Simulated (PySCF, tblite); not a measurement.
**C8H4ClF+ (doublet): geometry, infrared bands and EPR parameters**

Wanted: the infrared bands and EPR parameters of C8H4ClF+ (doublet) (`[CH+]=[C]/C(F)=C/C#CC(=C)Cl`), by calculation.

Programs: tblite 0.8.0 and PySCF 2.14.0, with density-fitted response routines of our own. Each step states its level of theory. These are calculated values for one molecule in the gas phase, unless marked as measured. Atoms count from 0, in the outputs and in this text.

### Step 1. Starting geometry

14 atoms, charge 1, multiplicity 2; geometry from: force field or distance geometry start.

Bonds of the start (Å): C0–C1 1.30, C1–C2 1.43, C2–F3 1.35, C2–C4 1.31, C4–C5 1.44, C5–C6 1.22, C6–C7 1.43, C7–C8 1.33, C7–Cl9 1.77, C0–H10 1.07, C4–H11 1.09, C8–H12 1.08, C8–H13 1.09.

### Step 2. Relaxing the molecule with GFN2-xTB

What the job is given:

```
{"job": {"kind": "relax", "xc": "GFN2-xTB", "basis": "xTB"}, "charge": 1, "multiplicity": 2}
C      4.327100     0.027400     0.447700
C      3.275300    -0.318900     1.130300
C      1.929300    -0.344700     0.637300
F      1.496900    -1.427900    -0.051600
C      1.084700     0.643200     0.806900
C     -0.256900     0.581100     0.277300
C     -1.393700     0.521700    -0.149600
C     -2.740500     0.465400    -0.625200
C     -3.286900    -0.741300    -0.776100
Cl    -3.652100     1.935000    -1.008200
H      4.947300     0.365000    -0.358200
H      1.348200     1.554200     1.334200
H     -2.765900    -1.659400    -0.539200
H     -4.313600    -0.761200    -1.147800
```

Run with:

```sh
OMP_NUM_THREADS=1 python probes_run.py task.json out
```

The driver reads the jobs from task.json and runs them one after another.

**Question.** This job is followed by: GFN2-xTB harmonic vibrations, gas phase; UKS B3LYP, pcH-1 on C Cl F H, non-relativistic, mean-field spin-orbit, GIAO. What will the session give for the following? strongest single infrared mode (GFN2-xTB); zero-point energy (GFN2-xTB); g(iso) (B3LYP); ⟨S²⟩; largest a(iso).

As calculated:

| quantity | value |
| --- | --- |
| strongest single infrared mode (GFN2-xTB) | 2188 cm⁻¹, 677 km/mol |
| zero-point energy (GFN2-xTB) | 52.1 kcal/mol |
| g(iso) (B3LYP) | 2.00438 |
| ⟨S²⟩ | 0.776 (exact 0.75) |
| largest a(iso) | 13C on C8, 34.8 MHz |

**Reading.** Over 84 steps the energy fell by 1.749 eV; of the close pairs, C0–C1 changed most, 1.301 to 1.208 Å. No mode is imaginary among the 36: a minimum at this level. The strongest single mode, at 2188 cm⁻¹, moves mainly C1 and C0. GFN2-xTB is a fitted tight-binding method: band positions and strengths are rough. Its intensities can rank the bands wrongly. The largest share of the spin, 0.44 e, sits on C8. The isotropic g lies 2.1 ppt above the free-electron value. These values are for one conformer; the search (at its own cheap level) found 2 more, at 0.01, 0.16 kcal/mol (those within 0.05 may be mirror or relabelled copies), and measured spectra average over such forms.
